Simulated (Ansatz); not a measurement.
# CdSe: the cost of one run

Computed with the Python package of Ansatz 0.2.0. Level of theory: DFT PBE, plane waves, PAW.

## 1. The structure

The structure is cubic, space group F-43m (No. 216). The conventional cell has a = 6.141 Å, b = 6.141 Å, c = 6.141 Å, α = 90.00°, β = 90.00°, γ = 90.00°. Cd (site symmetry -43m) has 4 Se at 2.66 Å as nearest neighbours. Around Se (site symmetry -43m) lie 4 Cd at 2.66 Å.

cdse.cif, read by the script:

```cif
data_CdSe
_cell_length_a 4.342019
_cell_length_b 4.342019
_cell_length_c 4.342019
_cell_angle_alpha 60.00000
_cell_angle_beta 60.00000
_cell_angle_gamma 60.00000
_symmetry_space_group_name_H-M 'P 1'
_symmetry_Int_Tables_number 1
loop_
_symmetry_equiv_pos_as_xyz
'x, y, z'
loop_
_atom_site_label
_atom_site_type_symbol
_atom_site_fract_x
_atom_site_fract_y
_atom_site_fract_z
Cd1 Cd    0.000000    0.000000    0.000000
Se2 Se    0.750000    0.750000    0.750000
```

## 2. The code

File cdse_vcrelax.py:

```python
"""Cell relaxation of CdSe."""

import ansatz as az
from ase.data import atomic_numbers
from ase.io import read
import matplotlib.pyplot as plt
import numpy as np
import pandas as pd
import spglib

def edges_and_angles(cell):
    cell = np.asarray(cell)
    a, b, c = np.linalg.norm(cell, axis=1)
    cosines = cell[1] @ cell[2] / (b * c), cell[0] @ cell[2] / (a * c), cell[0] @ cell[1] / (a * b)
    return (a, b, c, *np.degrees(np.arccos(cosines)))

atoms = read("cdse.cif")
crystal = az.Crystal.from_ase(atoms)

# edges free, angles fixed
calculation = (
    crystal.calculation()
    .functional("pbe")
    .basis(470)
    .kpoints(mesh=(5, 5, 5))
    .occupations("fermi_dirac", width=0.02)
    .relax(fix_cell=["angles"])
    .band_table()
    .bader_charges()
)
steps = []


def collect(event):
    if event["event"] == "relax_step":
        steps.append(event["data"])


out = calculation.session().plan().execute(on_event=collect)
data = out.report
for s in steps:
    flag = "" if s["accepted"] else "  (rejected)"
    print("step %2d  E = %.5f eV  largest force component = %.4f eV/A%s" % (s["step"], s["lagrangian_ev"], s["allowed_force_max_ev_ang"], flag))

first, last = steps[0], steps[-1]
symbols = [site.symbol for site in out.lattice.sites]
print(f"energy gained {first['lagrangian_ev'] - last['lagrangian_ev']:.4f} eV in {len(steps) - 1} steps")
for label, vectors in (("before", first["cell_ang"]), ("after", out.lattice.cell_ang)):
    print(label, "a b c (A) {:.4f} {:.4f} {:.4f}  angles {:.2f} {:.2f} {:.2f}".format(*edges_and_angles(vectors)), f" V = {abs(np.linalg.det(vectors)):.3f} A^3")
print("final stress xx yy zz (GPa, compression positive):", np.round(np.diag(data["stress_gpa"]), 3) + 0.0)

fractions = [site.position_frac for site in out.lattice.sites]
numbers = [atomic_numbers[s] for s in symbols]
for tolerance in (1e-3, 1e-2, 1e-1):
    print(f"space group at {tolerance} A:", spglib.get_spacegroup((out.lattice.cell_ang, fractions, numbers), symprec=tolerance))

fig, (top, bottom) = plt.subplots(2, 1, sharex=True, figsize=(4.5, 4))
top.plot([s["lagrangian_ev"] - last["lagrangian_ev"] for s in steps], "o-")
top.set_ylabel("E - E(final) (eV)")
bottom.semilogy([max(s["allowed_force_max_ev_ang"], 1e-6) for s in steps], "s-")
bottom.set(xlabel="step", ylabel="largest force (eV/A)")
fig.tight_layout()
fig.savefig("relax.png", dpi=100)

print(f"free energy      {data['free_energy_ev']:.5f} eV")
print(f"per atom         {data['free_energy_ev'] / len(out.lattice.sites):.5f} eV")
print(f"SCF iterations   {data['n_iterations']}  (converged: {data['converged']})")

print("band  energy (eV)  occupation, at k =", data["kpoints_frac"][0])
for band, (e, occ) in enumerate(zip(data["eigenvalues_ev"][0], data["occupations"][0]), start=1):
    print(f"{band:4d} {e:12.4f} {occ:9.4f}")

basins = out.bader_charges()
frame = pd.DataFrame([(a.symbol, a.partial_charge_e, a.basin.volume_ang3) for a in basins.atoms], columns=["atom", "charge (e)", "volume (A^3)"])
print(frame.round(3).to_string())
print("sum of charges", round(frame["charge (e)"].sum(), 4), " sum of volumes", round(frame["volume (A^3)"].sum(), 3))
```

## 3. What the engine is handed

The package turns the script's settings into the engine's input:

```yaml
crystal:
  lattice:
    - [4.342019, 0.0, 0.0]
    - [2.1710095000000003, 3.760298757714704, 0.0]
    - [2.1710095000000003, 1.253432919238235, 3.545243667823223]
  atoms:
    - { symbol: Cd, position: [0.0, 0.0, 0.0] }
    - { symbol: Se, position: [0.7500000000000001, 0.7499999999999999, 0.7499999999999999] }
basis:
  ecutwfc: 470.0
kpoints:
  mp_grid:
    grid: [5, 5, 5]
hamiltonian:
  xc: pbe
scf:
  occupations:
    method: fermi_dirac
    width: 0.02
relax:
  cell:
    fix: [angles]
output:
  bader: true
  eigenvalues: true
```

## 4. Launch

Started as:

```console
$ python cdse_vcrelax.py
```

What time and memory should one allow on 1 thread of Arm Neoverse V2, shared host?

About 27 s, with a peak of 0.52 GiB.
